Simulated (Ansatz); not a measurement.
Li, space group P6_3/mmc: a test of the smearing width, run with Ansatz's Python interface.

The script reads `li.vasp`:
```text
Li
1.0
   3.11100000    0.00000000    0.00000000
  -1.55550000    2.69420503    0.00000000
   0.00000000    0.00000000    5.09300000
Li
2
Direct
   0.33333333    0.66666667    0.25000000
   0.66666667    0.33333333    0.75000000
```

`smear_li.py`
```python
"""How the energy of Li depends on the smearing."""

import warnings

import ansatz
from ase.io import read

warnings.simplefilter("ignore", ansatz.DeckWarning)

atoms = read("li.vasp", format="vasp")
system = ansatz.Crystal.from_ase(atoms)

model = (
    system.calculation()
    .functional(ansatz.Functional.LDA)
    .pseudopotentials("paw")
    .kpoints(mesh=(12, 12, 7))
    .basis(420)
    .forces()
    .stress()
)

rows = []
for value in [0.25, 0.15, 0.1, 0.05, 0.025]:
    summary = model.occupations("gaussian", width=value).run(threads=1, backend="cpu").report
    rows.append((value, summary["free_energy_ev"] / len(summary["lattice"]["sites"]), summary["n_iterations"], sum(summary["stress_gpa"][i][i] for i in range(3)) / 3, max(abs(f) for row in summary["forces_ev_ang"] for f in row), summary["n_kpoints"]))

print("  width (eV)   F/atom (eV)    iterations       P (GPa)  max component (eV/A)      k-points")
for row in rows:
    print(f"{str(row[0]):>12s}  {row[1]:12.5f}  {row[2]:12d}  {row[3]:12.3f}  {row[4]:20.4f}  {row[5]:12d}")

# differences from the last row
for row in rows[:-1]:
    shift = 1000 * (row[1] - rows[-1][1])
    print(f"{row[0]}: {shift:+.2f} meV/atom" + ("  (within 5 meV)" if abs(shift) < 5 else ""))
```

From its runs, with one value withheld:

| width (eV) | F less the first row (meV/atom) |
| --- | --- |
| 0.025 | 0.00 |
| 0.05 | ? |
| 0.1 | -1.24 |
| 0.15 | -2.82 |
| 0.25 | -7.76 |

What is the missing value at a width of 0.05 eV?

For this scheme F falls about as the square of the width where the density of states is smooth. A straight line through the rows shown, against the width squared, has slope -124.9 meV/eV² and intercept 0.03 meV, which gives -0.28 meV at 0.05 eV. The run gave -0.29 meV, a miss of 0.01 meV.

Notes:
- Forces vanish by symmetry here and test nothing.
- The narrowest width needs the finest mesh, so the last row is no converged reference.
- Pressure is positive in compression.
- This isn't the structure that Li takes at ambient conditions.
- Timing: 6.4 s on 1 thread of Arm Neoverse V2, with other jobs on the host, peak memory 0.4 GiB.
